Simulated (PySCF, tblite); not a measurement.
**C₄H₄F₂O₂+ (doublet): geometry, infrared bands and EPR parameters**

Aim: predict the infrared bands and EPR parameters of C₄H₄F₂O₂+ (doublet) (`[O+]=C1C[C@@H](F)O[C@@H]1F`).

Programs: tblite 0.8.0 and PySCF 2.14.0, with density-fitted response routines of our own. Each step states its level of theory. These are calculated values for one molecule in the gas phase, unless marked as measured. Atoms are numbered from 0 throughout.

## Step 1: The molecule as given

12 atoms, charge 1, multiplicity 2; geometry from: force field or distance geometry start.

Bonds of the start (Å): O0–C1 1.23, C1–C2 1.48, C2–C3 1.52, C3–F4 1.36, C3–O5 1.39, O5–C6 1.40, C6–F7 1.36, C6–C1 1.51, C2–H8 1.10, C2–H9 1.11, C3–H10 1.11, C6–H11 1.12.

## Step 2: Geometry optimisation with GFN2-xTB

What the job is given:

```
{"job": {"kind": "relax", "xc": "GFN2-xTB", "basis": "xTB"}, "charge": 1, "multiplicity": 2}
O      0.712900     1.088700     1.884200
C      0.424600     0.604700     0.790200
C     -0.794900     0.777500    -0.023800
C     -0.895600    -0.665700    -0.497300
F     -1.872700    -0.861900    -1.427700
O      0.394700    -0.868100    -0.981500
C      1.273800    -0.340700    -0.027800
F      1.941700    -1.263300     0.720300
H     -0.521100     1.408300    -0.882400
H     -1.688800     1.105700     0.548700
H     -0.994900    -1.299200     0.408300
H      2.021400     0.313200    -0.537300
```

On the command line:

```bash
> OMP_NUM_THREADS=1 python probes_run.py task.json out
```

The driver reads the jobs from task.json and runs them one after another.

**Question.** This job is followed by: GFN2-xTB harmonic vibrations, gas phase; UKS B3LYP, pcH-1 on C F H O, non-relativistic, mean-field spin-orbit, GIAO. What will the session give for the following? strongest single infrared mode (GFN2-xTB); zero-point energy (GFN2-xTB); g(iso) (B3LYP); ⟨S²⟩; largest a(iso).

As calculated:

| quantity | value |
| --- | --- |
| strongest single infrared mode (GFN2-xTB) | 1989 cm⁻¹, 280 km/mol |
| zero-point energy (GFN2-xTB) | 47.6 kcal/mol |
| g(iso) (B3LYP) | 2.00483 |
| ⟨S²⟩ | 0.755 (exact 0.75) |
| largest a(iso) | 1H on H11, 127.5 MHz |

**Reading.** Over 66 steps the energy fell by 1.173 eV; of the close pairs, C1–C6 changed most, 1.511 to 1.747 Å. No mode is imaginary among the 30: a minimum at this level. The strongest single mode, at 1989 cm⁻¹, moves mainly C1 and O0. GFN2-xTB is a fitted tight-binding method: band positions and strengths are rough. Its intensities can rank the bands wrongly. The largest share of the spin, 0.40 e, sits on O0. The isotropic g lies 2.5 ppt above the free-electron value. The conformer search found further structures of the same energy, which may be mirror or relabelled copies of this one.
